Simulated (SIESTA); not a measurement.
# Bi2Te3 (Tellurobismuthite) (R-3m) in SIESTA: further runs, part 2 of 2

SIESTA 5.4.2. The steps go on from the part before.

### Step 4. Single point, PBE, non-collinear spin, zero start, spin-orbit coupling, 31.84 Å³/atom

File Bi2Te3.fdf:

```
SystemName                      Tellurobismuthite
SystemLabel                     Bi2Te3
NumberOfSpecies                 2
NumberOfAtoms                   5
%block ChemicalSpeciesLabel
  1  83 Bi
  2  52 Te
%endblock ChemicalSpeciesLabel

LatticeConstant                 1.0 Ang
%block LatticeVectors
     2.1482323364     1.2402825177     9.9581458525
    -2.1482323364     1.2402825177     9.9581458525
     0.0000000000    -2.4805650355     9.9581458525
%endblock LatticeVectors
AtomicCoordinatesFormat         Fractional
%block AtomicCoordinatesAndAtomicSpecies
     0.6000000000     0.6000000000     0.6000000000  1  Bi
     0.4000000000     0.4000000000     0.4000000000  1  Bi
     0.7905000000     0.7905000000     0.7905000000  2  Te
     0.2095000000     0.2095000000     0.2095000000  2  Te
     0.0000000000     0.0000000000     0.0000000000  2  Te
%endblock AtomicCoordinatesAndAtomicSpecies

%block kgrid.MonkhorstPack
    5   0   0  0.0
    0   5   0  0.0
    0   0   5  0.0
%endblock kgrid.MonkhorstPack
XC.Functional                   GGA
XC.Authors                      PBE
PAO.BasisSize                   DZP
PAO.EnergyShift                 0.003 Ry
Mesh.Cutoff                     500 Ry
Spin                            spin-orbit
%block DM.InitSpin
    1   0.000     0.00     0.00
    2   0.000     0.00     0.00
    3   0.000     0.00     0.00
    4   0.000     0.00     0.00
    5   0.000     0.00     0.00
%endblock DM.InitSpin
WriteOrbMom                     true
OccupationFunction              FD
ElectronicTemperature           0.05 eV
MaxSCFIterations                120
SCF.MustConverge                false
SCF.Mixer.Method                Pulay
SCF.Mixer.Weight                0.25
SCF.Mixer.History               8
SCF.DM.Tolerance                5.0e-05
SCF.H.Tolerance                 1.0e-03 eV
WriteForces                     true
Charge.Mulliken                 end
%block PAO.Basis
  Bi 4
  n=6 0 2
    5.796 0.000
  n=6 1 2
    8.130 0.000
  n=5 2 2
    3.889 0.000
  n=6 2 1
    8.130
  Te 4
  n=5 0 2
    5.635 0.000
  n=5 1 2
    7.297 0.000
  n=4 2 2
    3.260 0.000
  n=5 2 1
    7.297
%endblock PAO.Basis
```

Potentials or basis: PseudoDojo 0.4 standard (PBE files, fully relativistic), DZP (energy shift 0.003 Ry; two zetas on semicore shells).

On the command line:

```console
$ siesta Bi2Te3.fdf > Bi2Te3.out 2>&1
```

It took 9.5 min on 1 thread of AMD EPYC 9R45 (Zen 5), shared host; peak memory 2.3 GiB.

Results (log left out):

- Free energy: -13011.0725 eV
- Pressure: 7.0 GPa
- Largest force: 0.740 eV/Å
- Band gap on the k mesh: 0.29 eV, indirect (least direct gap 0.38 eV)
- Net moment: 0.00 μB per cell

Caveat: an odd mesh through Γ misses points on the zone boundary, where band edges often lie; the basis of atomic orbitals isn't converged, which shifts pressures, moduli and gaps.

### Step 5. Single point, PBE, non-collinear spin, zero start, spin-orbit coupling, 32.52 Å³/atom

Bi2Te3.fdf, as its differences from that of step 4:

```diff
@@ -11,5 +11,5 @@
 %block LatticeVectors
-     2.1482323364     1.2402825177     9.9581458525
-    -2.1482323364     1.2402825177     9.9581458525
-     0.0000000000    -2.4805650355     9.9581458525
+     2.1633612316     1.2490171894    10.0282759508
+    -2.1633612316     1.2490171894    10.0282759508
+     0.0000000000    -2.4980343789    10.0282759508
 %endblock LatticeVectors
```

On the command line:

```console
$ siesta < Bi2Te3.fdf > Bi2Te3.out 2>&1
```

Wall time 9 min (1 thread of AMD EPYC 9R45 (Zen 5), shared host); peak memory 2.3 GiB.

Results (log left out):

| Quantity | Value |
| --- | --- |
| Free energy | -13011.2046 eV |
| Pressure | 5.5 GPa |
| Largest force | 0.567 eV/Å |
| Band gap on the k mesh | 0.29 eV, indirect (least direct gap 0.38 eV) |
| Net moment | 0.00 μB per cell |

Caveat: an odd mesh through Γ misses points on the zone boundary, where band edges often lie; the basis of atomic orbitals isn't converged, which shifts pressures, moduli and gaps.

### Step 6. Single point, PBE, non-collinear spin, zero start, spin-orbit coupling, 33.19 Å³/atom

Bi2Te3.fdf, as its differences from that of step 5:

```diff
@@ -11,5 +11,5 @@
 %block LatticeVectors
-     2.1633612316     1.2490171894    10.0282759508
-    -2.1633612316     1.2490171894    10.0282759508
-     0.0000000000    -2.4980343789    10.0282759508
+     2.1782814357     1.2576313732    10.0974386602
+    -2.1782814357     1.2576313732    10.0974386602
+     0.0000000000    -2.5152627466    10.0974386602
 %endblock LatticeVectors
```

Potentials or basis: PseudoDojo 0.4 standard (PBE files, fully relativistic), DZP (energy shift 0.003 Ry; two zetas on semicore shells).

On the command line:

```console
$ siesta Bi2Te3.fdf > Bi2Te3.out 2>&1
```

Wall time 10 min (1 thread of AMD EPYC 9R45 (Zen 5), shared host); peak memory 2.3 GiB.

The run converged. Its results:

| Quantity | Value |
| --- | --- |
| Free energy | -13011.3068 eV |
| Pressure | 4.2 GPa |
| Largest force | 0.448 eV/Å |
| Band gap on the k mesh | 0.28 eV, indirect (least direct gap 0.37 eV) |
| Net moment | 0.00 μB per cell |

Caveat: an odd mesh through Γ misses points on the zone boundary, where band edges often lie; the basis of atomic orbitals isn't converged, which shifts pressures, moduli and gaps.

### Step 7. Equation of state, PBE

File run.py:

```python
from ase import Atoms
from ase.calculators.siesta import Siesta
from ase.units import Ry, GPa
from ase.eos import EquationOfState

atoms = Atoms(
    ['Bi', 'Bi', 'Te', 'Te', 'Te'],
    cell=[
        [2.193, 1.2661291403, 10.1656666667],
        [-2.193, 1.2661291403, 10.1656666667],
        [0.0, -2.5322582807, 10.1656666667],
    ],
    scaled_positions=[
        [0.6, 0.6, 0.6],
        [0.4, 0.4, 0.4],
        [0.7905, 0.7905, 0.7905],
        [0.2095, 0.2095, 0.2095],
        [0.0, 0.0, 0.0],
    ],
    pbc=True,
)

fdf = {
    'SCFMustConverge': False,
    'OccupationFunction': 'FD',
    'ElectronicTemperature': '0.05 eV',
    'MaxSCFIterations': '120',
    'SCF.Mixer.Method': 'Pulay',
    'SCF.Mixer.Weight': '0.25',
    'SCF.Mixer.History': '8',
    'SCF.DM.Tolerance': '5.0e-05',
    'SCF.H.Tolerance': '1.0e-03 eV',
    'WriteForces': 'true',
    'Charge.Mulliken': 'end',
}
calc = Siesta(
    label="Bi2Te3",
    command="siesta < PREFIX.fdf > PREFIX.out",
    pseudo_path="pseudos",
    pseudo_qualifier="",
    xc=('GGA', 'PBE'),
    basis_set="SZ",
    mesh_cutoff=500 * Ry,
    energy_shift=0.003 * Ry,
    kpts=[7, 7, 7],
    spin="non-polarized",
    fdf_arguments=fdf,
)
atoms.calc = calc

cell0 = atoms.cell.copy()
volumes, energies = [], []
for x in [0.94, 0.96, 0.98, 1.0, 1.02, 1.04, 1.06]:
    atoms.set_cell(cell0 * x ** (1 / 3), scale_atoms=True)
    volumes.append(atoms.get_volume() / len(atoms))
    energies.append(atoms.get_potential_energy(force_consistent=True) / len(atoms))
    print(f"V = {volumes[-1]:.5f} A^3/atom   F = {energies[-1]:.6f} eV/atom", flush=True)
v0, e0, b0 = EquationOfState(volumes, energies, eos="birchmurnaghan").fit()
print(f"v0 = {v0:.4f} A^3/atom, e0 = {e0:.5f} eV/atom, B0 = {b0 / GPa:.1f} GPa")
```

Potentials or basis: PseudoDojo 0.4 standard (PBE files), SZ (energy shift 0.003 Ry).

On the command line:

```console
$ python run.py
```

Run time: 8.5 min. Hardware: 1 thread of AMD EPYC 9R45 (Zen 5), shared host; peak memory 1.2 GiB.

The run converged. Its results:

```yaml
Equilibrium_volume: "37.93 Å³/atom (rough: see the caveat)"
Bulk_modulus_at_fixed_shape_and_positions: 46 GPa (rough)
```

Energy against volume, from the lowest point:
| volume (Å³/atom) | energy (meV/atom) |
| --- | --- |
| 31.839 | 175.68 |
| 32.517 | 129.37 |
| 33.194 | 90.81 |
| 33.871 | 59.27 |
| 34.549 | 33.97 |
| 35.226 | 14.43 |
| 35.904 | 0.00 |

Caveat: the basis has no polarisation orbitals; the minimum lies outside the volumes run; the cell was scaled at fixed shape and fractional positions, which overstates the stiffness of a crystal with free parameters, most of all of layers and chains; spin-orbit coupling is left out, which moves the levels of the heavy elements; the basis of atomic orbitals isn't converged, which shifts pressures, moduli and gaps.

### Step 8. Overview

| task | level | potentials or basis | gap on the mesh (eV) | pressure (GPa) | largest force (eV/Å) |
| --- | --- | --- | --- | --- | --- |
| band structure | LDA | PseudoDojo 0.4 standard (LDA files), DZP (energy shift 0.003 Ry; two zetas on semicore shells) | 0.20 | -1.0 | 0.08 |
| band structure | PBE | SG15 1.2 (PBE files) or PseudoDojo by element, DZP (energy shift 0.003 Ry; two zetas on semicore shells) | 0.30 | 3.1 | 0.17 |
| equation of state | PBE | PseudoDojo 0.4 standard (PBE files), SZ (energy shift 0.003 Ry) | - | - | - |

Alike in all rows: no spin polarisation; cell as given; k mesh 7 × 7 × 7; smearing fermi-dirac 0.05 eV; grid cutoff 500 Ry; energy shift 0.003 Ry.

Caveats: the basis of atomic orbitals isn't converged, which shifts pressures, moduli and gaps; spin-orbit coupling is left out, which as a rule narrows the gap of such compounds by several tenths of an eV (some runs); the basis has no polarisation orbitals (some runs); the minimum lies outside the volumes run (some runs); the cell was scaled at fixed shape and fractional positions, which overstates the stiffness of a crystal with free parameters, most of all of layers and chains (some runs); spin-orbit coupling is left out, which moves the levels of the heavy elements (some runs).

Total energies depend on the potentials used, so only differences within one code and one set of settings carry meaning.

### Step 9. Against experiment

Step 2. Against the measured gap of Bi2Te3, 0.17 eV (quoted in “Vacancy and Antisite-Induced Ferromagnetism in Liquid-Phase Exfoliated Bi2Te3”, 2024, arxiv:2412.10539), the calculated 0.20 eV is off by +0.03 eV. Spin-orbit coupling on Bi, Te is left out. The value is that of LDA in an atomic basis (PseudoDojo 0.4 standard (LDA files), DZP (energy shift 0.003 Ry; two zetas on semicore shells)), whose error adds to the functional's,, without temperature or zero-point motion.

Step 3. Against the measured gap of Bi2Te3, 0.17 eV (quoted in “Vacancy and Antisite-Induced Ferromagnetism in Liquid-Phase Exfoliated Bi2Te3”, 2024, arxiv:2412.10539), the calculated 0.30 eV is off by +0.13 eV. Spin-orbit coupling on Bi, Te is left out. The value is that of PBE in an atomic basis (SG15 1.2 (PBE files) or PseudoDojo by element, DZP (energy shift 0.003 Ry; two zetas on semicore shells)), whose error adds to the functional's,, without temperature or zero-point motion.
